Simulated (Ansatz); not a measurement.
Runs of Ansatz 0.2.0 on NiMoIrPdW. Symmetry: Cm, No. 8, monoclinic system. Conventional cell: a = 4.689 Å, b = 2.863 Å, c = 11.144 Å, α = 90.00°, β = 101.20°, γ = 90.00°. Ni (site symmetry m) is surrounded by 3 Ir at 2.59 to 2.61 Å and 3 Pd at 2.67 to 2.68 Å and 6 Ni at 2.75 to 2.86 Å. Mo (site symmetry m) is surrounded by 3 Ir at 2.68 Å and 6 Mo at 2.75 to 2.86 Å and 2 W at 2.78 Å. Pd (site symmetry m) is surrounded by 3 Ni at 2.67 to 2.68 Å and 3 W at 2.74 to 2.75 Å and 6 Pd at 2.75 to 2.86 Å. Ir (site symmetry m) is surrounded by 3 Ni at 2.59 to 2.61 Å and 3 Mo at 2.68 Å and 6 Ir at 2.75 to 2.86 Å. Around W (site symmetry m) lie 3 Pd at 2.74 to 2.75 Å and 6 W at 2.75 to 2.86 Å and 2 Mo at 2.78 Å. The cell was built by a generator and needn't be a form met in nature.

| potentials or basis | cutoff (eV) | gap on the mesh (eV) | pressure (GPa) | moment (μB) | largest force (eV/Å) |
| --- | --- | --- | --- | --- | --- |
| SPMS NC | 925 | none | 0.1 | 0.00 | 0.08 |
| PseudoDojo standard (PBE files) | 1333 | none | 0.0 | 0.00 | 0.07 |
| Ansatz PAW earlier set | 1080 | none | 0.0 | 0.00 | 0.08 |
| Ansatz NC with PseudoDojo standard (PBE files) | 1400 | none | 0.0 | 0.00 | 0.08 |
| JTH PAW | 2400 | none | (a) | 0.00 | 0.08 |

Alike in all rows: task single point; level PBE; spin collinear, ferromagnetic start; cell as given; k mesh 11 × 11 × 3; smearing fermi-dirac 0.05 eV.

Question: Estimate the missing entries.

Answer: (a) 0.2.

A k mesh can miss the band edges, and the runs leave out spin-orbit coupling on Ir, Mo, Pd, W.

A gap of «none» marks a metal or a gap under the smearing width.

Not every run made on this cell is shown here.
